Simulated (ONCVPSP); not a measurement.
# Pseudopotential generation for Er: ONCV, LDA (Perdew-Wang 92)

Task: generate the file, and judge it by its errors in other configurations, its logarithmic derivatives, its ghosts and its cutoff.

Method: ONCVPSP 4.0.1, LDA (Perdew-Wang 92), scalar-relativistic.

## Step 1: The design

The settings as typed:

```json
{
  "element": "erbium (Er, Z = 68)",
  "type": "optimised norm-conserving Vanderbilt (ONCV)",
  "frozen core": "[Kr] 4d10",
  "valence charge": "22",
  "reference configuration": "4f12 5s2 5p6 6s0.5 (charge +1.5)",
  "partial waves": "5s+6s: rc 2.05 bohr, ncon 3, nbas 6, qcut 6.7 1/bohr, 2 projectors; 5p: rc 1.45 bohr, ncon 3, nbas 8, qcut 5.5 1/bohr, 2 projectors, debl 1 Ha; d scattering state at 0.26 Ha: rc 1.60 bohr, ncon 3, nbas 7, qcut 6.8 1/bohr, 2 projectors, debl 0.8 Ha; 4f: rc 1.20 bohr, ncon 3, nbas 8, qcut 14.2 1/bohr, local",
  "local potential": "the f channel",
  "core correction": "Teter function, parameters optimised by the program"
}
```

## Step 2: Generating the potential

Er.dat reads:

```
# ATOM AND REFERENCE CONFIGURATION
# atsym  z   nc   nv     iexc    psfile
  Er 68.00    9    4  -001012      upf
#
#   n    l    f
    1    0    2.00
    2    0    2.00
    2    1    6.00
    3    0    2.00
    3    1    6.00
    3    2   10.00
    4    0    2.00
    4    1    6.00
    4    2   10.00
    4    3   12.00
    5    0    2.00
    5    1    6.00
    6    0    0.50
#
# PSEUDOPOTENTIAL AND OPTIMIZATION
# lmax
    3
#
#   l,   rc,      ep,       ncon, nbas, qcut
    0    2.05    0.00    3    6    6.70
    1    1.45    0.00    3    8    5.50
    2    1.60    0.26    3    7    6.80
    3    1.20    0.00    3    8   14.20
#
# LOCAL POTENTIAL
# lloc, lpopt,  rc(5),   dvloc0
    3    5    1.20    0.00
#
# VANDERBILT-KLEINMAN-BYLANDER PROJECTORs
# l, nproj, debl
    0    2    0.50
    1    2    1.00
    2    2    0.80
    3    0    2.10
#
# MODEL CORE CHARGE
# icmod, fcfact, rcfact
    4    0.60    0.00
#
# LOG DERIVATIVE ANALYSIS
# epsh1, epsh2, depsh
   -4.00    5.00    0.02
#
# OUTPUT GRID
# rlmax, drl
    6.00    0.01
#
# TEST CONFIGURATIONS
# ncnf
    4
# nvcnf
#   n    l    f
    4
    4    3   12.00
    5    0    2.00
    5    1    6.00
    6    0    2.00
#
    4
    4    3   12.00
    5    0    2.00
    5    1    6.00
    6    0    1.00
#
    4
    4    3   12.00
    5    0    2.00
    5    1    6.00
    6    0    0.00
#
    4
    4    3   11.00
    5    0    2.00
    5    1    6.00
    6    0    0.00
#
```

Started as:

```sh
$ oncvpsp.x < Er.dat > Er.out
```

Q: Predict the outcome of this session. Wanted: cutoffs for 1 and 0.1 mHa per electron, occupied waves; bound ghosts; GHOST(+) flags; largest test error; largest phase difference near zero energy, channels read; rms error of d²Exc/dn², without and with the model core; projector energies reset by the program.

**Answer**, as computed:

```
                                                quantity                                    value
  cutoffs for 1 and 0.1 mHa per electron, occupied waves                         85 Ha and 107 Ha
                                            bound ghosts          s at -409.21 eV, p at -72.52 eV
                                          GHOST(+) flags                              d at 144 eV
                            largest test error (AE − PS)            -33 meV, for 4f11 5s2 5p6 6s0
largest phase difference near zero energy, channels read                                0.041 rad
 rms error of d²Exc/dn², without and with the model core                        5.48 and 0.96 mHa
                 projector energies reset by the program  p: -1.361, 0.250 Ha; d: 0.050, 0.850 Ha
```

In words: It has a bound ghost (s, p), a state that the atom doesn't have, and that rules the file out. The worst unpolarised test, 4f11 5s2 5p6 6s0, is off by 33 meV on 33.3 eV; by total energies transferability rates as fair. The potential is very hard: the looser tolerance needs 85 Ha. At the looser tolerance the 4f wave is the slowest; 5p needs 26 Ha. Of the channels read, f scatters worst near zero energy, by up to 0.04 rad. The pseudo curves have a pole with no partner nearby in the atom's: p at -2.67 Ha. The program also flags highly localised states, GHOST(+) (d). These are tests on the free atom; a crystal test is still owed.
